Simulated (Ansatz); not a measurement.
Geometry optimisation, Ansatz 0.2.0, DFT PBE-D3(BJ), scalar-relativistic, plane waves, PAW.

input.yaml

```yaml
crystal:
  lattice:
    - [0.0, 4.1988, 4.1988]
    - [4.1988, 0.0, 4.1988]
    - [4.1988, 4.1988, 0.0]
  atoms:
    - { symbol: Mg, position: [0.0, 0.0, 0.0] }
    - { symbol: O, position: [0.25, 0.25, 0.25] }
    - { symbol: Mg, position: [0.0, 0.0, 0.5] }
    - { symbol: O, position: [0.25, 0.25, 0.75] }
    - { symbol: Mg, position: [0.0, 0.5, 0.0] }
    - { symbol: O, position: [0.25, 0.75, 0.25] }
    - { symbol: Mg, position: [0.0, 0.5, 0.5] }
    - { symbol: O, position: [0.25, 0.75, 0.75] }
    - { symbol: Mg, position: [0.5, 0.0, 0.0] }
    - { symbol: O, position: [0.75, 0.25, 0.25] }
    - { symbol: Mg, position: [0.5, 0.0, 0.5] }
    - { symbol: O, position: [0.75, 0.25, 0.75] }
    - { symbol: Mg, position: [0.5, 0.5, 0.0] }
    - { symbol: O, position: [0.75, 0.75, 0.25] }
    - { symbol: Mg, position: [0.5, 0.5, 0.5] }
    - { symbol: O, position: [0.75, 0.75, 0.75] }
    - { symbol: Mg, position: [0.3702938, 0.8780393, 0.376364] }
basis:
  ecutwfc: 420.0
kpoints:
  mp_grid: { grid: [2, 2, 2] }
hamiltonian:
  xc: pbe
  dispersion: d3bj
  pseudopotentials: { kind: paw, azcp: { folder: soft_1 } }
scf:
  occupations: { method: fermi_dirac, width: 0.05 }
  lower_state_search: "off"
relax:
  f_tol: 0.03
  max_steps: 60
  adjacent_minimum: "off"
```

Command:

```bash
$ ansatz run input.yaml --threads 1 --pin off --max-ram 3072MiB --backend cpu --events-out ev --progress --plain --runs-dir out
```

Question: Where does it end, and by what steps?

Answer: It converged. The force dipped under the threshold on the way, but the program's further checks kept it going. Limits of this set-up: coarse k mesh. After 23 steps the energy has fallen by 6.262 eV; Mg3 moved furthest, 0.71 Å. Parted: O2–Mg3 (2.10 → 2.83 Å), Mg3–O6 (2.10 → 2.83 Å), Mg3–O8 (2.10 → 2.83 Å).

| step | energy less start (eV) | largest force component (eV/Å) | accepted |
| --- | --- | --- | --- |
| 0 | 0.0000 | 6.315 | yes |
| 1 | -4.1836 | 3.325 | yes |
| 2 | -5.9824 | 0.501 | yes |
| 3 | -6.1103 | 0.188 | yes |
| 4 | -6.1207 | 0.031 | yes |
| 5 | -6.1216 | 0.012 | yes |
| 6 | -6.1217 | 0.002 | yes |
| 7 | -6.1217 | 0.002 | yes |
| 8 | -6.1217 | 0.002 | yes |
| 9 | -6.1217 | 0.006 | yes |
| 10 | -6.1217 | 0.011 | yes |
| 11 | -6.1219 | 0.043 | yes |
| 12 | -6.1254 | 0.048 | yes |
| 13 | -6.1286 | 0.069 | yes |
| 14 | -5.9131 | 1.399 | no |
| 15 | -6.1283 | 0.076 | no |
| 16 | -6.1298 | 0.033 | yes |
| 17 | -6.1520 | 0.107 | yes |
| 18 | -6.1734 | 0.151 | yes |
| 19 | -5.9594 | 1.912 | no |
| 20 | -6.2361 | 0.140 | yes |
| 21 | -6.2564 | 0.141 | yes |
| 22 | -6.2520 | 0.274 | no |
| 23 | -6.2624 | 0.023 | yes |

```xyz
17
Lattice="0.0000 4.1988 4.1988 4.1988 0.0000 4.1988 4.1988 4.1988 0.0000" Properties=species:S:1:pos:R:3
Mg -0.051 0.051 0.037
O 2.038 2.162 2.337
Mg 2.510 1.689 -0.410
O 4.154 4.244 2.145
Mg 2.063 0.052 2.151
O 3.961 2.162 4.261
Mg 4.148 2.136 2.152
O 6.236 4.436 4.261
Mg -0.089 2.072 2.189
O 2.075 4.109 4.224
Mg 2.127 4.288 2.189
O 4.288 6.323 4.224
Mg 2.035 2.164 4.264
O 4.235 4.163 6.263
Mg 4.109 4.288 4.172
O 6.274 6.323 6.209
Mg 5.538 2.859 4.959
```

Time of the run: 92 s on 1 thread of Arm Neoverse V2, on a shared host, peak memory 0.41 GiB.
